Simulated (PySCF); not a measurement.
# [Dy(OH)3]+: other functionals and bases at one geometry

One table from this session's results is given with a row withheld; the runs are named, their logs left out.

Method: several levels, as the steps say, no spin–orbit coupling; program: PySCF 2.14.0.

1 further run of the same task is left out (for a known fault of the program).

## Where the work starts

7 atoms, charge 1, spin multiplicity 1.

Bond lengths: Dy1–O2 1.916 Å, Dy1–O4 1.916 Å, Dy1–O6 1.916 Å, O2–H3 0.965 Å, O4–H5 0.965 Å, O6–H7 0.965 Å. Angles: O2–Dy1–O4 109.1°, O2–Dy1–O6 109.1°, O4–Dy1–O6 109.1°, Dy1–O2–H3 166.8°, Dy1–O4–H5 166.8°, Dy1–O6–H7 166.8°.

As a file:

```xyz
7

Dy    0.00000    0.00000   -0.63719
O     1.80264   -0.00002    0.01216
H     2.61183   -0.00003    0.53875
O    -0.90130    1.56115    0.01216
H    -1.30589    2.26192    0.53875
O    -0.90134   -1.56112    0.01216
H    -1.30594   -2.26189    0.53875
```

Formal oxidation states: Dy +4. Each metal's 8 4f electrons lie in its core potential, so multiplicities, spins and levels count the valence alone. An earlier session relaxed this geometry at PBE0, Dy lcecp-2-SVP with ECP54, O def2-SVP, H def2-SVP (singlet, point group C3v).

At PBE0 on the finer grid: E = -271.008836 Eh, frontier levels not given, since the 4f levels lie in the core, Mulliken charge on Dy1 +1.52 e, largest force component 0.004 eV/Å. 

Levels to run: BLYP; BP86; PBE0, TZVP. Hardware: 2 threads of Arm Neoverse V2, shared host.

Set-up of the first run:

File run.py (the lines that set the calculation):

```python
mol = gto.M(atom='''
Dy     0.00000     0.00000    -0.63719
O      1.80264    -0.00002     0.01216
H      2.61183    -0.00003     0.53875
O     -0.90130     1.56115     0.01216
H     -1.30589     2.26192     0.53875
O     -0.90134    -1.56112     0.01216
H     -1.30594    -2.26189     0.53875''',
    basis={'Dy': 'lcecp-2-SVP', 'O': 'def2-SVP', 'H': 'def2-SVP'},
    ecp={'Dy': 'lcecp-2-SVP'},
    charge=1, spin=0)
mf = dft.RKS(mol, xc='BLYP')
mf.grids.atom_grid = (75, 302)  # f atoms: unpruned, at least (60, 302)
mf = mf.density_fit()  # fitting sets: Dy AutoAux, O def2-universal-JKFIT, H def2-universal-JKFIT
mf.conv_tol = 1e-08; mf.max_cycle = 55
mf.kernel(dm0)  # dm0: the density of the relaxed state
```

Launch:

```console
$ OMP_NUM_THREADS=2 python run.py
```

Steps of the session up to this table: BLYP; BP86; PBE0, TZVP.

One table of the session follows, with a row left open; its other results are not shown here.

```
              level  charge on Dy1 (e)  dipole (D)  largest force component (eV/Å)
PBE0 (relaxed here)               1.52        0.83                            0.00
               BLYP               1.28        0.52                            1.00
               BP86                  ?           ?                               ?
         PBE0, TZVP               1.95        0.98                            0.29
```

Q: Estimate the row for BP86 from the others.

The run gave: charge on Dy1 (e): 1.31; dipole (D): 0.53; largest force component (eV/Å): 0.67. In the column «charge on Dy1 (e)» it lies between BLYP (1.28) and PBE0 (relaxed here) (1.52).

The dipole of a charged species depends on the origin, so these sizes hold for this origin alone.

The largest leftover force, 1.00 eV/Å with BLYP, stands at a geometry relaxed at another level. With 4f in the core, its levels are missing from HOMO and gap, and its count is fixed, so no charge can pass from the ligands into it. Total energies of different levels can't be compared.
